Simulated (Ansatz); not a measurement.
# AlH3O (AlH2(OH)): BLYP/STO-3G

Aim: the electronic atomisation energy of AlH3O (AlH2(OH)) at BLYP/STO-3G, from 4 runs. 

The results are computed with Ansatz 0.2.0.

56 further runs of the same task are left out: 56 set aside as unsound or not needed.

### Step 1. The system as given

The species is AlH3O (5 atoms), meant as a singlet with charge 0. As SMILES, `[H][Al]([H])[OH]`. Geometry: a GFN2-xTB relaxation, a rough one for these elements and not checked as a minimum.

Bond lengths: Al1–O4 1.636 Å, Al1–H2 1.532 Å, Al1–H3 1.531 Å, O4–H5 0.949 Å. Angles: Al1–O4–H5 179.6°, H2–Al1–O4 120.0°, H3–Al1–O4 120.0°, H2–Al1–H3 120.0°.

### Step 2. The energy at BLYP/STO-3G

Contents of run.yaml:

```yaml
crystal:
  periodic: [false, false, false]
  atoms:
    - {symbol: Al, position_ang: [0.271770, 0.451120, -0.109270]}
    - {symbol: H, position_ang: [1.798980, 0.417230, -0.221380]}
    - {symbol: H, position_ang: [-0.481020, 1.769010, -0.311810]}
    - {symbol: O, position_ang: [-0.555450, -0.920030, 0.226660]}
    - {symbol: H, position_ang: [-1.034280, -1.717330, 0.415800]}
basis:
  gaussian:
    orbitals: STO-3G
accuracy: high
hamiltonian:
  xc: {name: BLYP}
```

On the command line:

```
$ ansatz run run.yaml --threads 1 --pin off --max-ram 2610MiB --events-out events.jsonl --progress --plain --runs-dir runs
```

Log:

```text
Warning: RAYON_NUM_THREADS=1 ignored (pool sized by the plan → 1); use --threads N
Functional definition: BLYP
  name "BLYP"
  parameter beta = 0.0042
  parameter a = 0.04918
  parameter b = 0.132
  parameter c = 0.2533
  parameter d = 0.349
  exchange = b88_x(beta = beta)
  correlation = lyp_c(a = a, b = b, c = c, d = d)
288 factors; integrals over basis functions are off by at most 2.9e-8 eV
mean field evaluation 1: about -8579.4076 eV, gradient 3.0e1 eV
mean field evaluation 2: about -8564.1178 eV, gradient 8.1e1 eV
mean field evaluation 4: about -8582.3249 eV, gradient 2.1e0 eV
mean field evaluation 8: about -8582.2943 eV, gradient 5.6e-3 eV
mean field evaluation 16: about -8582.2943 eV, gradient 3.9e-8 eV
mean field -8582.29434561 eV, -315.3934999132 hartree, gradient 3.9e-8 eV, S^2 0.000000; 0 other end points of the search recorded, 0 dependent functions left out
reference -8582.29438256 eV, -315.3935012710 hartree; 12, 12 occupied and 5, 5 virtual orbitals, 288 factors
Total energy: -8582.29438256 eV, -315.3935012710 hartree
```

Wall time 1.3 s (1 thread of Intel Xeon Platinum 8259CL at 2.50GHz (Skylake/Cascade Lake), shared host); peak memory 0.11 GiB.

### Step 3. The Al atom, same level

Contents of input.yaml:

```yaml
basis:
  gaussian:
    orbitals: STO-3G
crystal:
  periodic: [false, false, false]
  atoms:
    - {symbol: Al, position_ang: [0.000000, 0.000000, 0.000000]}
total_charge: 0
magnetization:
  spin_polarized: true
  initial_magnetization: 1
hamiltonian:
  xc: {name: BLYP}
accuracy: high
```

Run the same way, it converges to -239.29454 Eh (log not shown).

### Step 4. The H atom at the same level

Contents of job.yaml:

```yaml
crystal:
  periodic: [false, false, false]
  atoms:
    - {symbol: H, position_ang: [0.000000, 0.000000, 0.000000]}
basis:
  gaussian: {orbitals: STO-3G}
magnetization: {spin_polarized: true, initial_magnetization: 1}
hamiltonian: {xc: {name: BLYP}}
accuracy: high
```

Run the same way, it converges to -0.46274 Eh (log not shown).

### Step 5. The O atom, same level

Contents of run.yaml:

```yaml
basis:
  gaussian: {orbitals: STO-3G}
crystal:
  periodic: [false, false, false]
  atoms:
    - {symbol: O, position_ang: [0.000000, 0.000000, 0.000000]}
hamiltonian: {xc: {name: BLYP}}
magnetization: {spin_polarized: true, initial_magnetization: 2}
accuracy: high
```

On the command line:

```
$ ansatz run run.yaml --threads 1 --pin off --max-ram 2610MiB --events-out events.jsonl --progress --plain --runs-dir runs
```

Log:

```text
Warning: RAYON_NUM_THREADS=1 ignored (pool sized by the plan → 1); use --threads N
Functional definition: BLYP
  name "BLYP"
  parameter beta = 0.0042
  parameter a = 0.04918
  parameter b = 0.132
  parameter c = 0.2533
  parameter d = 0.349
  exchange = b88_x(beta = beta)
  correlation = lyp_c(a = a, b = b, c = c, d = d)
15 factors; integrals over basis functions are off by at most 1.1e-9 eV
mean field evaluation 1: about -2013.8357 eV, gradient 5.5e-12 eV
mean field evaluation 2: about -2013.8366 eV, gradient 1.1e-11 eV
mean field evaluation 4: about -2013.8348 eV, gradient 0.0e0 eV
mean field evaluation 8: about -2013.8361 eV, gradient 2.5e-2 eV
mean field evaluation 16: about -2013.7134 eV, gradient 1.5e1 eV
mean field -2013.83662410 eV, -74.0071309082 hartree, gradient 0.0e0 eV, S^2 2.000000; 6 other end points of the search recorded, 0 dependent functions left out
reference -2013.83663798 eV, -74.0071314183 hartree; 5, 3 occupied and 0, 2 virtual orbitals, 15 factors
Total energy: -2013.83663798 eV, -74.0071314183 hartree
```

It took 0.44 s on 1 thread of Intel Xeon Platinum 8259CL at 2.50GHz (Skylake/Cascade Lake), shared host.

### Step 6. What came out

At BLYP/STO-3G:

| quantity | value |
| --- | --- |
| molecule: total energy | -315.39350 Eh |
| Al atom: total energy | -239.29454 Eh |
| Al atom: ⟨S²⟩ | 0.750 |
| H atom: total energy | -0.46274 Eh |
| H atom: ⟨S²⟩ | 0.750 |
| O atom: total energy | -74.00713 Eh |
| O atom: ⟨S²⟩ | 2.000 |
| electronic atomisation energy | 19.146 eV |

What this shows: Taking the molecule apart into free atoms costs 19.15 eV (442 kcal/mol), before zero-point energy and without spin-orbit coupling. In a minimal basis such a difference can be off by several eV, whatever the method.
